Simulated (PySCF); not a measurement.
**The bond of TeO, level by level**

The task here is to estimate one member of a computed series from the others.

Method: Te aug-cc-pVDZ-PP with ECP28, O aug-cc-pVDZ, scalar-relativistic core potentials; program: PySCF 2.14.0.

The first run:

The job is set up so:

```yaml
atoms: Te, O
charge: 0
basis: Te aug-cc-pVDZ-PP with ECP28, O aug-cc-pVDZ
Hamiltonian: scalar-relativistic core potentials
basis_functions: 55
electrons_treated: 32
masses_in_u: 129.9062, 15.9949
levels: PBE0, PBE, r²SCAN, B2PLYP, TPSS, B3LYP, ωB97X, HF, MP2, SCS-MP2, CCSD, CCSD(T)
grid: 80 radial by 434 angular points
occupations: held fixed by the projection of orbital angular momentum
dissociation_limit: Te + O, each in its ground configuration
starting_distance_in_angstrom: 1.920
values_of_2S_to_try: 0, 2, 4
```

Command:

```console
$ OMP_NUM_THREADS=1 python dia.py task.json out
```

Steps of the session up to this table: Set-up; The PBE0 curve of the state that the search chose; Other states along the same grid; PBE; r²SCAN (meta-GGA); B2PLYP; TPSS; B3LYP (global hybrid GGA); ωB97X; ROHF; Adding correlation.

One table of the session follows, with a row left open; its other results are not shown here.

| level | Re (Å) | ωe (cm⁻¹) | De (eV) | μ (D) |
| --- | --- | --- | --- | --- |
| ROHF | 1.795 | 937 | 0.391 | -3.96 |
| ROHF-CCSD | 1.852 | 806 | 3.28 | n/a |
| ROHF-CCSD(T) | 1.869 | 776 | 3.64 | n/a |
| PBE | 1.878 | 761 | 4.64 | -2.78 |
| TPSS | 1.873 | 771 | 4.27 | -2.73 |
| r²SCAN | 1.858 | 797 | 4.13 | -2.79 |
| B3LYP | 1.862 | 791 | 3.93 | -2.96 |
| PBE0 | 1.844 | 825 | 3.82 | -2.95 |
| ωB97X | 1.838 | 849 | 3.84 | -3.11 |
| B2PLYP | ? | ? | ? | ? |

Estimate the missing values for B2PLYP.

**Answer.** Re (Å): 1.875; ωe (cm⁻¹): 750; De (eV): 4.00; μ (D): -3.26. In the column «Re (Å)» it lies between TPSS (1.873) and PBE (1.878).

De is counted to Te + O in their ground configurations.
